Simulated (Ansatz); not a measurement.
From input file to script: HRb (charge +1) in Ansatz 0.2.0.

```yaml
crystal:
  periodic: [false, false, false]
  atoms:
    - { symbol: Rb, position_ang: [0.0, 0.0, 0.0] }
    - { symbol: H, position_ang: [0.0, 0.0, 2.48] }
basis:
  gaussian:
    orbitals: def2-SVP
hamiltonian:
  xc: pbe
magnetization:
  spin_polarized: true
  initial_magnetization: 1.0
total_charge: 1.0
relax:
  f_tol: 0.01
```

Script `opt_hrb.py`:
```python
import itertools

import ansatz
from ase.data import atomic_numbers, covalent_radii
import numpy as np

geometry_ang = [
    ('Rb', (0.0, 0.0, 0.0)),
    ('H', (0.0, 0.0, 2.48)),
]
molecule = ansatz.Crystal.molecule()
for symbol, xyz in geometry_ang:
    molecule = molecule.atom(symbol, xyz)

setup = (
    molecule.calculation()
    .basis(gaussian='def2-SVP')
    .functional('pbe')
    .charge(1)
    .spin('collinear', total=1)
)
symbols = [site.symbol for site in molecule.cartesian_sites]
start = np.array([site.position_ang for site in molecule.cartesian_sites], dtype=float)
def progress(event):
    if event['event'] == 'relax_step':
        row = event['data']
        print(f'step {row["step"]:3d}  E = {row["lagrangian_ev"]:.6f} eV  largest force component {row["allowed_force_max_ev_ang"]:.4f} eV/A')


r = setup.relax(force_tolerance=0.01).session().plan().execute(on_event=progress).report
end = np.array(r['positions_ang'])

print('reference energy %16.6f eV' % r['reference_energy_ev'])
print('total energy     %16.6f eV' % r['free_energy_ev'])
print('occupied orbitals outside the frozen core (up, down):', r['n_occupied'], ' frozen:', r['n_frozen'], ' virtual:', r['n_virtual'])

radius = [covalent_radii[atomic_numbers[s]] for s in symbols]
span = lambda where, i, j: np.linalg.norm(where[i] - where[j])
bonded = [(i, j) for i, j in itertools.combinations(range(len(symbols)), 2) if min(span(start, i, j), span(end, i, j)) < 1.2 * (radius[i] + radius[j])]
print('pair        before    after (A)')
for i, j in bonded:
    print(f'{symbols[i]}{i}-{symbols[j]}{j}'.ljust(10), f'{span(start, i, j):8.4f} {span(end, i, j):8.4f}')
with open('hrb_opt.xyz', 'w') as handle:
    handle.write(f'{len(symbols)}\nrelaxed HRb(+)\n')
    handle.writelines(f'{s:2s} {x:11.6f} {y:11.6f} {z:11.6f}\n' for s, (x, y, z) in zip(symbols, end))
```

Running `python opt_hrb.py` prints:
```text
step   1  E = -664.471320 eV  largest force component 0.5768 eV/A
step   2  E = -664.563023 eV  largest force component 0.2678 eV/A
step   3  E = -664.600343 eV  largest force component 0.1276 eV/A
step   4  E = -664.623863 eV  largest force component 0.0153 eV/A
step   5  E = -664.624994 eV  largest force component 0.0009 eV/A
reference energy      -664.625054 eV
total energy          -664.625054 eV
occupied orbitals outside the frozen core (up, down): [5, 4]  frozen: 0  virtual: [24, 25]
pair        before    after (A)
Rb0-H1       2.4800   3.4555
```

What to keep in mind:
- Total energies depend on the basis set; only differences at equal settings carry meaning.
- The end point is the stationary point reached from this start; no frequency run checks that it is a minimum, and the basis set is modest.
- def2 sets replace the cores of elements past krypton by effective core potentials.
- The species is open-shell (spin multiplicity 2).
- The whole script took 6.7 s on 1 thread of Intel(R) Xeon(R) Platinum 8259CL CPU @ 2.50GHz (Skylake/Cascade Lake), on a shared host, peak memory 0.19 GiB.

(Lines on the test bed's own set-up are left out of the output.)
